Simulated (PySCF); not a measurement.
# A gas-phase reaction: Ga4H8N4 + HI → Ga4H7IN4 + H2, part 2 of 2

PySCF 2.14.0. Atoms count from 0, parts from 1.

## 4. Energies of the species: TPSSh-D3(BJ)/3-21G

The job: settings as JSON, then the geometry in Å.

```
{"job": {"kind": "react", "xc": "TPSSh", "basis": "3-21G", "disp": "d3bj", "grid": 4}, "charge": 0, "multiplicity": 1}
-1 Ga4H8N4 charge 0 multiplicity 1
N     -0.809120    -1.541050    -0.142100
Ga     1.113430    -1.181160    -0.522790
N      0.651150     0.460430    -1.553310
Ga    -1.267200     0.126230    -1.132230
N     -1.139140     1.210320     0.534750
Ga    -0.636920    -0.449340     1.515760
N      1.297360    -0.130880     1.160800
Ga     0.790990     1.502190     0.138840
H     -1.281650    -2.439060    -0.224030
H      2.114840    -2.237460    -0.992940
H      1.030160     0.730550    -2.458760
H     -2.406320     0.239620    -2.146050
H     -1.802720     1.916700     0.846250
H     -1.211480    -0.850900     2.875020
H      2.053400    -0.206330     1.838320
H      1.503200     2.850140     0.262460

-1 HI charge 0 multiplicity 1
I      0.785690     0.003600     0.001500
H     -0.785690    -0.003600    -0.001500

+1 Ga4H7IN4 charge 0 multiplicity 1
I      1.339830     3.525650     1.639520
Ga     0.535010     1.404290     0.650780
N      0.345220    -0.297600     1.671260
Ga     1.187670    -1.261350     0.126680
N     -0.591590    -1.553250    -0.720020
Ga    -1.437390    -0.569090     0.791510
N     -1.260450     1.174650    -0.184880
Ga    -0.380190     0.176100    -1.685820
N      1.427480     0.466380    -0.865390
H      0.557400    -0.440310     2.657960
H      2.291920    -2.299690     0.284950
H     -0.924040    -2.425730    -1.124530
H     -2.692810    -0.985550     1.548240
H     -1.982130     1.888440    -0.278050
H     -0.685140     0.429500    -3.157110
H      2.269210     0.767570    -1.355110

+1 H2 charge 0 multiplicity 1
H      0.388310     0.004300     0.001790
H     -0.388310    -0.004300    -0.001790
```

Method: TPSSh-D3(BJ)/3-21G reaction energy of separated species, gas phase.

The log of the run:

```text
species 1 (Ga4H8N4)
coarse grid: 69920 points
cycle   1  E = -7884.2663616650  dE = -5.528e+00  |g| = 8.737e-01  |ddm| = 4.154e+00
cycle   2  E = -7883.7852917838  dE =  4.811e-01  |g| = 1.625e+00  |ddm| = 5.296e+00
cycle   3  E = -7884.4479650626  dE = -6.627e-01  |g| = 6.205e-02  |ddm| = 3.795e+00
cycle   4  E = -7884.4492830473  dE = -1.318e-03  |g| = 1.474e-02  |ddm| = 1.558e-01
cycle   5  E = -7884.4493561736  dE = -7.313e-05  |g| = 2.691e-03  |ddm| = 2.703e-02
cycle   6  E = -7884.4493588216  dE = -2.648e-06  |g| = 7.398e-04  |ddm| = 8.855e-03
final grid: 358680 points
cycle   7  E = -7884.4490207562  dE =  3.128e-08  |g| = 1.071e-03  |ddm| = 3.005e-03
cycle   8  E = -7884.4490200646  dE =  6.916e-07  |g| = 2.050e-03  |ddm| = 3.936e-03
cycle   9  E = -7884.4490210228  dE = -9.583e-07  |g| = 1.887e-04  |ddm| = 2.696e-03
cycle  10  E = -7884.4490210331  dE = -1.024e-08  |g| = 2.677e-05  |ddm| = 3.257e-04
cycle  11  E = -7884.4490210333  dE = -1.801e-10  |g| = 3.998e-06  |ddm| = 5.748e-05
converged SCF energy = -7884.4490210333

species 2 (HI)
coarse grid: 10504 points
cycle   1  E = -6889.9264807511  dE = -1.745e+01  |g| = 1.759e-01  |ddm| = 1.434e+00
cycle   2  E = -6889.9300081154  dE = -3.527e-03  |g| = 1.322e-01  |ddm| = 7.290e-01
cycle   3  E = -6889.9379359014  dE = -7.928e-03  |g| = 8.768e-03  |ddm| = 3.464e-01
cycle   4  E = -6889.9379758949  dE = -3.999e-05  |g| = 7.000e-04  |ddm| = 2.332e-02
cycle   5  E = -6889.9379761458  dE = -2.509e-07  |g| = 4.199e-05  |ddm| = 1.954e-03
final grid: 47296 points
cycle   6  E = -6889.9379065241  dE = -3.538e-10  |g| = 1.776e-05  |ddm| = 1.000e-04
converged SCF energy = -6889.9379065241

species 3 (Ga4H7IN4)
coarse grid: 75480 points
cycle   1  E = -14773.0893058650  dE = -2.287e+01  |g| = 8.651e-01  |ddm| = 4.463e+00
cycle   2  E = -14772.6401473304  dE =  4.492e-01  |g| = 1.584e+00  |ddm| = 4.875e+00
cycle   3  E = -14773.2651678298  dE = -6.250e-01  |g| = 1.011e-01  |ddm| = 3.444e+00
cycle   4  E = -14773.2684402787  dE = -3.272e-03  |g| = 4.014e-02  |ddm| = 3.317e-01
cycle   5  E = -14773.2690776167  dE = -6.373e-04  |g| = 1.675e-02  |ddm| = 1.203e-01
cycle   6  E = -14773.2691431025  dE = -6.549e-05  |g| = 4.929e-03  |ddm| = 2.670e-02
cycle   7  E = -14773.2691492689  dE = -6.166e-06  |g| = 6.901e-04  |ddm| = 8.007e-03
final grid: 374560 points
cycle   8  E = -14773.2685379600  dE = -7.635e-08  |g| = 8.291e-04  |ddm| = 4.088e-03
cycle   9  E = -14773.2685376577  dE =  3.023e-07  |g| = 1.394e-03  |ddm| = 4.574e-03
cycle  10  E = -14773.2685381669  dE = -5.092e-07  |g| = 1.953e-04  |ddm| = 2.560e-03
cycle  11  E = -14773.2685381778  dE = -1.091e-08  |g| = 3.810e-05  |ddm| = 3.916e-04
cycle  12  E = -14773.2685381783  dE = -5.020e-10  |g| = 7.866e-06  |ddm| = 7.002e-05
converged SCF energy = -14773.2685381783

species 4 (H2)
coarse grid: 4944 points
cycle   1  E = -1.1699392061  dE = -2.259e-01  |g| = 2.408e-02  |ddm| = 6.240e-01
cycle   2  E = -1.1701702586  dE = -2.311e-04  |g| = 1.867e-03  |ddm| = 2.633e-02
cycle   3  E = -1.1701716560  dE = -1.397e-06  |g| = 4.322e-06  |ddm| = 1.888e-03
final grid: 31416 points
cycle   4  E = -1.1701719595  dE = -2.814e-11  |g| = 6.593e-07  |ddm| = 9.214e-06
converged SCF energy = -1.1701719595

Reaction energy = -35.009 kcal/mol
```

It took 58 s on 1 thread of AMD EPYC 7B13, shared host; peak memory 0.89 GiB.

Reaction energy at this level: -35.01 kcal/mol.

## 5. Reaction energy: LC-wPBE-D3(BJ)/STO-3G

Settings changed since step 4:

```diff
@@ -1,2 +1,2 @@
-{"job": {"kind": "react", "xc": "TPSSh", "basis": "3-21G", "disp": "d3bj", "grid": 4}, "charge": 0, "multiplicity": 1}
+{"job": {"kind": "react", "xc": "LC-wPBE", "basis": "STO-3G", "disp": "d3bj"}, "charge": 0, "multiplicity": 1}
 -1 Ga4H8N4 charge 0 multiplicity 1
```

Level: LC-wPBE-D3(BJ)/STO-3G reaction energy of separated species, gas phase.

The log of the run:

```text
species 1 (Ga4H8N4)
coarse grid: 69920 points
cycle   1  E = -7827.8726174280  dE = -7.071e+00  |g| = 1.401e+00  |ddm| = 5.120e+00
cycle   2  E = -7821.3584512117  dE =  6.514e+00  |g| = 6.358e+00  |ddm| = 9.692e+00
cycle   3  E = -7828.8356206128  dE = -7.477e+00  |g| = 6.647e-01  |ddm| = 6.635e+00
cycle   4  E = -7828.9659333723  dE = -1.303e-01  |g| = 2.370e-01  |ddm| = 9.856e-01
cycle   5  E = -7828.9827155458  dE = -1.678e-02  |g| = 4.210e-02  |ddm| = 3.572e-01
cycle   6  E = -7828.9845059462  dE = -1.790e-03  |g| = 1.199e-02  |ddm| = 1.949e-01
cycle   7  E = -7828.9848304842  dE = -3.245e-04  |g| = 5.736e-03  |ddm| = 1.059e-01
cycle   8  E = -7828.9848629483  dE = -3.246e-05  |g| = 3.706e-03  |ddm| = 2.951e-02
cycle   9  E = -7828.9848745493  dE = -1.160e-05  |g| = 9.481e-04  |ddm| = 1.826e-02
cycle  10  E = -7828.9848760758  dE = -1.527e-06  |g| = 2.635e-04  |ddm| = 7.758e-03
final grid: 140104 points
cycle  11  E = -7828.9843537165  dE = -1.897e-07  |g| = 5.118e-04  |ddm| = 1.908e-03
cycle  12  E = -7828.9843536320  dE =  8.453e-08  |g| = 6.834e-04  |ddm| = 1.912e-03
cycle  13  E = -7828.9843538293  dE = -1.973e-07  |g| = 7.371e-05  |ddm| = 1.069e-03
cycle  14  E = -7828.9843538423  dE = -1.304e-08  |g| = 4.438e-05  |ddm| = 6.435e-04
cycle  15  E = -7828.9843538445  dE = -2.156e-09  |g| = 1.323e-05  |ddm| = 2.360e-04
cycle  16  E = -7828.9843538144  dE =  3.003e-08  |g| = 7.136e-06  |ddm| = 1.035e-04
cycle  17  E = -7828.9843538144  dE =  1.455e-11  |g| = 2.704e-06  |ddm| = 2.794e-05
converged SCF energy = -7828.9843538144

species 2 (HI)
coarse grid: 10504 points
cycle   1  E = -6852.8347983806  dE = -2.163e+01  |g| = 2.944e-01  |ddm| = 1.441e+00
cycle   2  E = -6852.8837704610  dE = -4.897e-02  |g| = 2.257e-02  |ddm| = 8.018e-01
cycle   3  E = -6852.8840877739  dE = -3.173e-04  |g| = 1.598e-03  |ddm| = 6.582e-02
cycle   4  E = -6852.8840892213  dE = -1.447e-06  |g| = 1.152e-04  |ddm| = 3.963e-03
final grid: 19416 points
cycle   5  E = -6852.8849745285  dE = -1.517e-08  |g| = 2.120e-05  |ddm| = 4.758e-04
cycle   6  E = -6852.8849745288  dE = -2.328e-10  |g| = 2.853e-06  |ddm| = 4.260e-05
converged SCF energy = -6852.8849745288

species 3 (Ga4H7IN4)
coarse grid: 75480 points
cycle   1  E = -14679.6495004562  dE = -2.891e+01  |g| = 1.373e+00  |ddm| = 5.293e+00
cycle   2  E = -14665.6411828060  dE =  1.401e+01  |g| = 8.804e+00  |ddm| = 1.133e+01
cycle   3  E = -14679.8555252033  dE = -1.421e+01  |g| = 1.849e+00  |ddm| = 8.408e+00
cycle   4  E = -14680.1328546455  dE = -2.773e-01  |g| = 1.685e+00  |ddm| = 3.586e+00
cycle   5  E = -14680.7147525463  dE = -5.819e-01  |g| = 2.604e-01  |ddm| = 1.724e+00
cycle   6  E = -14680.7375200805  dE = -2.277e-02  |g| = 5.721e-02  |ddm| = 5.318e-01
cycle   7  E = -14680.7391210281  dE = -1.601e-03  |g| = 2.786e-02  |ddm| = 1.358e-01
cycle   8  E = -14680.7397154739  dE = -5.944e-04  |g| = 1.199e-02  |ddm| = 1.035e-01
cycle   9  E = -14680.7398737478  dE = -1.583e-04  |g| = 6.740e-03  |ddm| = 5.758e-02
cycle  10  E = -14680.7399277660  dE = -5.402e-05  |g| = 3.153e-03  |ddm| = 3.585e-02
cycle  11  E = -14680.7399418270  dE = -1.406e-05  |g| = 2.114e-03  |ddm| = 2.173e-02
cycle  12  E = -14680.7399454807  dE = -3.654e-06  |g| = 5.349e-04  |ddm| = 1.126e-02
final grid: 148776 points
cycle  13  E = -14680.7402043057  dE = -2.738e-07  |g| = 6.866e-04  |ddm| = 2.890e-03
cycle  14  E = -14680.7402042970  dE =  8.709e-09  |g| = 9.184e-04  |ddm| = 2.750e-03
cycle  15  E = -14680.7402045477  dE = -2.507e-07  |g| = 1.189e-04  |ddm| = 1.467e-03
cycle  16  E = -14680.7402045825  dE = -3.482e-08  |g| = 7.862e-05  |ddm| = 1.099e-03
cycle  17  E = -14680.7402045890  dE = -6.436e-09  |g| = 2.437e-05  |ddm| = 4.225e-04
cycle  18  E = -14680.7402045903  dE = -1.357e-09  |g| = 1.658e-05  |ddm| = 2.325e-04
cycle  19  E = -14680.7402045905  dE = -2.037e-10  |g| = 7.665e-06  |ddm| = 8.062e-05
converged SCF energy = -14680.7402045905

species 4 (H2)
coarse grid: 1240 points
cycle   1  E = -1.1618661117  dE = -3.129e-01  |g| = 1.110e-15  |ddm| = 8.551e-01
cycle   2  E = -1.1618661117  dE =  0.000e+00  |g| = 2.220e-16  |ddm| = 1.727e-15
final grid: 10744 points
cycle   3  E = -1.1621338799  dE =  0.000e+00  |g| = 0.000e+00  |ddm| = 0.000e+00
converged SCF energy = -1.1621338799

Reaction energy = -23.153 kcal/mol
```

Run time: 86 s. Hardware: 1 thread of AMD EPYC 7B13, shared host; peak memory 0.69 GiB.

A minimal basis is unusable here, so the run is left out of the summary.

## 6. Side by side

Energies in kcal/mol, with wall time:

```csv
run,reaction,time
PBE0-D3(BJ)/def2-SVPD,-27.50,98 s
TPSSh-D3(BJ)/def2-SVPD,-29.63,3.1 min
TPSSh-D3(BJ)/3-21G,-35.01,58 s
```

## 7. Results

The summary covers parts 1 to 2.

```
                                                quantity                                              value
                 reaction energy (PBE0-D3(BJ)/def2-SVPD)                                    -27.50 kcal/mol
                     ΔH, ΔG at 298 K (xTB thermal terms)                              -27.8, -26.6 kcal/mol
range of the reaction energy over the runs of this table                          -35.01 to -27.50 kcal/mol
                                                    runs  4, of which 0 failed and 1 ended on unsound input
```

**Reading.** The reaction is exothermic by 27.8 kcal/mol in the gas phase; dispersion gives -1.84, and xTB itself gave -29.92 for the electronic energy (xTB energies and thermal terms come from the earlier relaxation of each species, not shown). No barrier was sought. The reaction energy runs from -35.01 (TPSSh-D3(BJ)/3-21G) to -27.50 kcal/mol (PBE0-D3(BJ)/def2-SVPD). A small split-valence basis is among them. Tight-binding geometries are rough for metal atoms; that holds for every run here that uses one unrelaxed.
